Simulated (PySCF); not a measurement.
# C3H10Si2: the cost of one run

Programs: PySCF 2.14.0, with density-fitted response routines of our own. Each step states its level of theory. These are calculated values for one molecule in the gas phase, unless marked as measured. Atoms count from 0, in the outputs and in this text.

## 1. The starting structure

15 atoms, charge 0, multiplicity 1; geometry from: GFN2-xTB. The atoms were then displaced at random by about 0.01 Å, so the start is not that level's minimum.

Bonds of the start (Å): C0–C1 1.48, C1–Si2 1.91, C1–C3 1.37, C3–Si4 1.85, C0–H5 1.10, C0–H6 1.11, C0–H7 1.09, Si2–H8 1.44, Si2–H9 1.47, Si2–H10 1.46, C3–H11 1.09, Si4–H12 1.47, Si4–H13 1.45, Si4–H14 1.48.

## 2. Geometry optimisation at PBE0-D3(BJ)/def2-SVP

The job: settings as JSON, then the geometry in Å.

```
{"job": {"xc": "PBE0", "basis": "def2-SVP", "d3": "d3bj", "grid": 1, "shake": 0.01, "kind": "geom"}, "charge": 0, "multiplicity": 1}
C     -0.491610     1.347900     0.342980
C     -0.467680    -0.076320    -0.051990
Si    -2.159840    -0.888230    -0.380400
C      0.722260    -0.736570    -0.164390
Si     2.428890    -0.091290     0.113600
H     -1.100270     1.499550     1.248630
H     -0.995180     1.950890    -0.441800
H      0.498100     1.787810     0.498620
H     -2.829570    -0.157340    -1.426970
H     -2.956150    -0.811970     0.856300
H     -1.954780    -2.287120    -0.746660
H      0.633410    -1.782310    -0.441360
H      2.709180     1.023380    -0.810180
H      3.356010    -1.179410    -0.105350
H      2.591900     0.383640     1.501730
```

Run with:

```console
$ OMP_NUM_THREADS=1 python probes_run.py task.json out
```

The driver reads the jobs from task.json and runs them one after another.

Q: Estimate the wall time and peak memory of this first job on 1 thread of Arm Neoverse V1, shared host.

About 64 s, with a peak of 0.5 GiB.
